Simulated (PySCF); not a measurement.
**[Lu(H2O)]3+: other functionals and bases at one geometry**

How far do other levels of theory move the description of [Lu(H2O)]3+, and what does each cost? The structure is generated, not taken from experiment.

Method: several levels, as the steps say, no spin–orbit coupling; program: PySCF 2.14.0.

4 further runs of the same task are left out: 2 for a known fault of the program, 1 that didn't finish, 1 set aside as unsound or not needed.

## (1) Where the work starts

4 atoms, charge 3, spin multiplicity 1.

Bond lengths: Lu1–O2 2.119 Å, O2–H3 1.007 Å, O2–H4 1.007 Å. Angles: Lu1–O2–H3 129.0°, Lu1–O2–H4 129.0°, H3–O2–H4 102.0°.

Coordinates:

```xyz
4
charge 3, multiplicity 1
Lu    0.0000    0.0000   -0.0517
O     0.0000    0.0000    2.0677
H     0.7827    0.0000    2.7019
H    -0.7827    0.0000    2.7019
```

Formal oxidation states: Lu +3. Each metal's 14 4f electrons lie in its core potential, so multiplicities, spins and levels count the valence alone. An earlier session relaxed this geometry at r2SCAN, Lu lcecp-1-SVP with ECP60, O def2-SVP, H def2-SVP (singlet, point group C2v).

At r2SCAN on the finer grid: E = -114.961047 Eh, HOMO -27.21 eV, LUMO -21.06 eV, Mulliken charge on Lu1 +2.52 e, largest force component 0.011 eV/Å. 

Levels to run: TPSS; PBE0; revPBE; BLYP; r2SCAN, TZVP. Hardware: 2 threads of Arm Neoverse V2, shared host.

## (2) TPSS

run.py (the lines that set the calculation)

```python
mol = gto.M(atom='''
Lu     0.00000     0.00000    -0.05169
O      0.00000     0.00000     2.06769
H      0.78271     0.00000     2.70192
H     -0.78271     0.00000     2.70192''',
    basis={'Lu': 'lcecp-1-SVP', 'O': 'def2-SVP', 'H': 'def2-SVP'},
    ecp={'Lu': 'lcecp-1-SVP'},
    charge=3, spin=0)
mf = dft.RKS(mol, xc='TPSS')
mf.grids.atom_grid = (75, 302)  # f atoms: unpruned, at least (60, 302)
mf = mf.density_fit()  # fitting sets: Lu AutoAux, O def2-universal-JKFIT, H def2-universal-JKFIT
mf.conv_tol = 1e-08; mf.max_cycle = 55
mf.kernel(dm0)  # dm0: the density of the relaxed state
```

Command:

```bash
$ OMP_NUM_THREADS=2 python run.py
```

The program printed:

```text
init E= -114.983515475442
  HOMO = -0.985539910850754  LUMO = -0.79788894698575  gap/eV = 5.10624
cycle= 1 E= -114.983938736472  delta_E= -0.000423  |g|= 0.0297  |ddm|= 0.0976
  HOMO = -1.00206878600737  LUMO = -0.794540532153225  gap/eV = 5.64713
cycle= 2 E= -114.983195458104  delta_E= 0.000743  |g|= 0.0682  |ddm|= 0.0774
  HOMO = -0.992543817324481  LUMO = -0.795956053522116  gap/eV = 5.34943
cycle= 3 E= -114.984161024238  delta_E= -0.000966  |g|= 0.00349  |ddm|= 0.0455
  HOMO = -0.991926888585638  LUMO = -0.796484942888275  gap/eV = 5.31825
cycle= 4 E= -114.984165259649  delta_E= -4.24e-06  |g|= 0.000361  |ddm|= 0.00477
  HOMO = -0.991857881917383  LUMO = -0.796446578562664  gap/eV = 5.31741
cycle= 5 E= -114.984165283713  delta_E= -2.41e-08  |g|= 3.3e-05  |ddm|= 0.000273
  HOMO = -0.991860154051615  LUMO = -0.796445798353301  gap/eV = 5.31750
cycle= 6 E= -114.984165283938  delta_E= -2.26e-10  |g|= 7.35e-06  |ddm|= 3.18e-05
  HOMO = -0.991862251401447  LUMO = -0.796444768776805  gap/eV = 5.31758
Extra cycle  E= -114.984165283921  delta_E= 1.7e-11  |g|= 1.19e-05  |ddm|= 1.56e-05
converged SCF energy = -114.984165283921
```

Wall time 2 s (2 threads of Arm Neoverse V2, shared host).

Result: E = -114.984165 Eh, HOMO -26.99 eV, LUMO -21.67 eV, Mulliken charge on Lu1 +2.48 e, largest force component 0.289 eV/Å. 

## (3) PBE0

run.py (the lines that set the calculation), as its differences from that of step 2:

```diff
@@ -8,3 +8,3 @@
     charge=3, spin=0)
-mf = dft.RKS(mol, xc='TPSS')
+mf = dft.RKS(mol, xc='PBE0')
 mf.grids.atom_grid = (75, 302)  # f atoms: unpruned, at least (60, 302)
```

Command:

```bash
$ OMP_NUM_THREADS=2 python run.py
```

The program printed:

```text
init E= -114.88983186006
  HOMO = -1.05057728637953  LUMO = -0.767317650312672  gap/eV = 7.70789
cycle= 1 E= -114.890108155748  delta_E= -0.000276  |g|= 0.00753  |ddm|= 0.049
  HOMO = -1.05236759976326  LUMO = -0.769469834316383  gap/eV = 7.69804
cycle= 2 E= -114.890112592705  delta_E= -4.44e-06  |g|= 0.00658  |ddm|= 0.0122
  HOMO = -1.0508982635392  LUMO = -0.769148579739722  gap/eV = 7.66680
cycle= 3 E= -114.890119113942  delta_E= -6.52e-06  |g|= 0.00227  |ddm|= 0.00488
  HOMO = -1.05133737981909  LUMO = -0.768955779346096  gap/eV = 7.68399
cycle= 4 E= -114.890120203916  delta_E= -1.09e-06  |g|= 0.000235  |ddm|= 0.0019
  HOMO = -1.05130698012514  LUMO = -0.768977792583691  gap/eV = 7.68257
cycle= 5 E= -114.890120216011  delta_E= -1.21e-08  |g|= 3.38e-05  |ddm|= 0.000238
  HOMO = -1.05130201218946  LUMO = -0.768981301371451  gap/eV = 7.68234
cycle= 6 E= -114.890120216334  delta_E= -3.23e-10  |g|= 4e-06  |ddm|= 5.5e-05
  HOMO = -1.05130252367127  LUMO = -0.768981249799202  gap/eV = 7.68235
Extra cycle  E= -114.890120216338  delta_E= -4.77e-12  |g|= 1.71e-06  |ddm|= 6.42e-06
converged SCF energy = -114.890120216338
```

Run time: 1.2 s. Hardware: 2 threads of Arm Neoverse V2, shared host.

It gives: E = -114.890120 Eh, HOMO -28.61 eV, LUMO -20.93 eV, Mulliken charge on Lu1 +2.52 e, largest force component 0.132 eV/Å. 

## (4) revPBE

run.py (the lines that set the calculation), as its differences from that of step 3:

```diff
@@ -8,3 +8,3 @@
     charge=3, spin=0)
-mf = dft.RKS(mol, xc='PBE0')
+mf = dft.RKS(mol, xc='PBE_R,PBE')
 mf.grids.atom_grid = (75, 302)  # f atoms: unpruned, at least (60, 302)
```

Command:

```bash
$ OMP_NUM_THREADS=2 python run.py
```

The program printed:

```text
init E= -114.983816182555
  HOMO = -0.977442815222972  LUMO = -0.809165141327742  gap/eV = 4.57907
cycle= 1 E= -114.983769273714  delta_E= 4.69e-05  |g|= 0.0707  |ddm|= 0.162
  HOMO = -1.01337780314262  LUMO = -0.80271790657705  gap/eV = 5.73235
cycle= 2 E= -114.979311569242  delta_E= 0.00446  |g|= 0.166  |ddm|= 0.178
  HOMO = -0.990627759464818  LUMO = -0.80559654013042  gap/eV = 5.03496
cycle= 3 E= -114.984929551076  delta_E= -0.00562  |g|= 0.00715  |ddm|= 0.11
  HOMO = -0.989377867501581  LUMO = -0.806611282597013  gap/eV = 4.97333
cycle= 4 E= -114.984947059121  delta_E= -1.75e-05  |g|= 0.00065  |ddm|= 0.01
  HOMO = -0.989286052947055  LUMO = -0.80653274980163  gap/eV = 4.97297
cycle= 5 E= -114.984947147134  delta_E= -8.8e-08  |g|= 8.74e-05  |ddm|= 0.000569
  HOMO = -0.989289977842716  LUMO = -0.806530486748966  gap/eV = 4.97314
cycle= 6 E= -114.98494714859  delta_E= -1.46e-09  |g|= 2.21e-05  |ddm|= 7.39e-05
  HOMO = -0.989299042708591  LUMO = -0.806527164352054  gap/eV = 4.97348
Extra cycle  E= -114.984947148215  delta_E= 3.75e-10  |g|= 4.84e-05  |ddm|= 5.72e-05
converged SCF energy = -114.984947148215
```

Run time: 1.4 s. Hardware: 2 threads of Arm Neoverse V2, shared host.

It gives: E = -114.984947 Eh, HOMO -26.92 eV, LUMO -21.95 eV, Mulliken charge on Lu1 +2.46 e, largest force component 0.300 eV/Å. 

## (5) BLYP

run.py (the lines that set the calculation), as its differences from that of step 4:

```diff
@@ -8,3 +8,3 @@
     charge=3, spin=0)
-mf = dft.RKS(mol, xc='PBE_R,PBE')
+mf = dft.RKS(mol, xc='BLYP')
 mf.grids.atom_grid = (75, 302)  # f atoms: unpruned, at least (60, 302)
```

Command:

```bash
$ OMP_NUM_THREADS=2 python run.py
```

The program printed:

```text
init E= -114.931780037473
  HOMO = -0.976999048693827  LUMO = -0.814431066697465  gap/eV = 4.42370
cycle= 1 E= -114.933239480309  delta_E= -0.00146  |g|= 0.0426  |ddm|= 0.189
  HOMO = -1.00339751541427  LUMO = -0.809478597970792  gap/eV = 5.27680
cycle= 2 E= -114.931235325407  delta_E= 0.002  |g|= 0.11  |ddm|= 0.133
  HOMO = -0.989384778812774  LUMO = -0.811494869908613  gap/eV = 4.84063
cycle= 3 E= -114.933779568771  delta_E= -0.00254  |g|= 0.00939  |ddm|= 0.0722
  HOMO = -0.987766951842111  LUMO = -0.812652108058444  gap/eV = 4.76512
cycle= 4 E= -114.933811700897  delta_E= -3.21e-05  |g|= 0.00116  |ddm|= 0.0132
  HOMO = -0.987556048676534  LUMO = -0.812568215116766  gap/eV = 4.76166
cycle= 5 E= -114.93381195519  delta_E= -2.54e-07  |g|= 9.41e-05  |ddm|= 0.000849
  HOMO = -0.987551304322693  LUMO = -0.812570720933935  gap/eV = 4.76146
cycle= 6 E= -114.933811957043  delta_E= -1.85e-09  |g|= 1.08e-05  |ddm|= 8.32e-05
  HOMO = -0.987550674931139  LUMO = -0.812568924845446  gap/eV = 4.76150
Extra cycle  E= -114.93381195706  delta_E= -1.73e-11  |g|= 7.73e-06  |ddm|= 1.99e-05
converged SCF energy = -114.93381195706
```

It took 1.4 s on 2 threads of Arm Neoverse V2, shared host.

Result: E = -114.933812 Eh, HOMO -26.87 eV, LUMO -22.11 eV, Mulliken charge on Lu1 +2.45 e, largest force component 0.413 eV/Å. 

## (6) r2SCAN, TZVP

Basis: Lu lcecp-1-TZVP with ECP60, O def2-TZVP, H def2-TZVP. 

run.py (the lines that set the calculation)

```python
mol = gto.M(atom='''
Lu     0.00000     0.00000    -0.05169
O      0.00000     0.00000     2.06769
H      0.78271     0.00000     2.70192
H     -0.78271     0.00000     2.70192''',
    basis={'Lu': 'lcecp-1-TZVP', 'O': 'def2-TZVP', 'H': 'def2-TZVP'},
    ecp={'Lu': 'lcecp-1-TZVP'},
    charge=3, spin=0)
mf = dft.RKS(mol, xc='R2SCAN')
mf.grids.atom_grid = (75, 302)  # f atoms: unpruned, at least (60, 302)
mf = mf.density_fit()  # fitting sets: Lu AutoAux, O def2-universal-JKFIT, H def2-universal-JKFIT
mf.conv_tol = 1e-08; mf.max_cycle = 55
mf.kernel(dm0)  # dm0: free metal ions and neutral atoms
```

Command:

```bash
$ OMP_NUM_THREADS=2 python run.py
```

The program printed:

```text
init E= -105.185097280293
  HOMO = -1.8258136802166  LUMO = -1.08287814670553  gap/eV = 20.21631
cycle= 1 E= -112.272827081198  delta_E= -7.09  |g|=  4.5  |ddm|= 2.53
  HOMO = -0.801477065355701  LUMO = -0.797741814772382  gap/eV = 0.10164
cycle= 2 E= -100.401977845636  delta_E= 11.9  |g|= 4.66  |ddm|= 3.68
  HOMO = -1.19379660962082  LUMO = -1.08059931078149  gap/eV = 3.08026
cycle= 3 E= -113.831216512989  delta_E= -13.4  |g|= 2.37  |ddm|= 3.78
  HOMO = -1.33218694387203  LUMO = -0.734907246073696  gap/eV = 16.25281
cycle= 4 E= -114.80511804715  delta_E= -0.974  |g|=  1.1  |ddm|= 1.43
  HOMO = -0.944400535627672  LUMO = -0.779858288141098  gap/eV = 4.47742
cycle= 5 E= -115.015243269228  delta_E= -0.21  |g|= 0.466  |ddm|= 0.88
  HOMO = -0.997857345121993  LUMO = -0.774148215777277  gap/eV = 6.08744
cycle= 6 E= -115.055170379929  delta_E= -0.0399  |g|= 0.0509  |ddm|= 0.255
  HOMO = -0.999285805987046  LUMO = -0.780937093719714  gap/eV = 5.94157
cycle= 7 E= -115.055701965371  delta_E= -0.000532  |g|= 0.0101  |ddm|= 0.0455
  HOMO = -0.998507318251058  LUMO = -0.779465242729558  gap/eV = 5.96044
cycle= 8 E= -115.055722341798  delta_E= -2.04e-05  |g|= 0.00127  |ddm|= 0.00735
  HOMO = -0.998409622287571  LUMO = -0.77975347449484  gap/eV = 5.94994
cycle= 9 E= -115.055722803652  delta_E= -4.62e-07  |g|= 0.000367  |ddm|= 0.00126
  HOMO = -0.998465214686011  LUMO = -0.7797323114565  gap/eV = 5.95203
cycle= 10 E= -115.055722837166  delta_E= -3.35e-08  |g|= 2.28e-05  |ddm|= 0.000244
  HOMO = -0.998468095668134  LUMO = -0.779727881935598  gap/eV = 5.95222
cycle= 11 E= -115.055722837288  delta_E= -1.22e-10  |g|= 1.74e-06  |ddm|= 1.95e-05
  HOMO = -0.998468133121371  LUMO = -0.779728507547161  gap/eV = 5.95221
Extra cycle  E= -115.055722837289  delta_E= -8.81e-13  |g|= 6.65e-07  |ddm|= 2.79e-06
converged SCF energy = -115.055722837289
```

Wall time 5.7 s (2 threads of Arm Neoverse V2, shared host).

Read off: E = -115.055723 Eh, HOMO -27.17 eV, LUMO -21.22 eV, Mulliken charge on Lu1 +2.61 e, largest force component 0.334 eV/Å. 

## (7) All levels side by side

| level | state | HOMO (eV) | gap (eV) | charge on Lu1 (e) | dipole (D) | largest force (eV/Å) | basis functions | time |
| --- | --- | --- | --- | --- | --- | --- | --- | --- |
| r2SCAN (relaxed here) | singlet | -27.21 | 6.14 | 2.52 | 3.61 | 0.01 | 57 | 4.5 s |
| TPSS | singlet | -26.99 | 5.32 | 2.48 | 3.81 | 0.29 | 57 | 2 s |
| PBE0 | singlet | -28.61 | 7.68 | 2.52 | 3.57 | 0.13 | 57 | 1.2 s |
| revPBE | singlet | -26.92 | 4.97 | 2.46 | 3.89 | 0.30 | 57 | 1.4 s |
| BLYP | singlet | -26.87 | 4.76 | 2.45 | 3.95 | 0.41 | 57 | 1.4 s |
| r2SCAN, TZVP | singlet | -27.17 | 5.95 | 2.61 | 3.69 | 0.33 | 90 | 5.7 s |

Times are on 2 threads of Arm Neoverse V2, shared host; the first row also made further properties. The dipole of a charged species depends on the origin, so these sizes hold for this origin alone.

In one basis the HOMO–LUMO gap runs from 4.76 eV (BLYP) to 7.68 eV (PBE0). The largest leftover force, 0.41 eV/Å with BLYP, stands at a geometry relaxed at another level. The Mulliken charge on Lu spans +2.45 to +2.61 e over the levels. With 4f in the core, its levels are missing from HOMO and gap. Total energies of different levels can't be compared. Spin–orbit coupling is left out throughout.
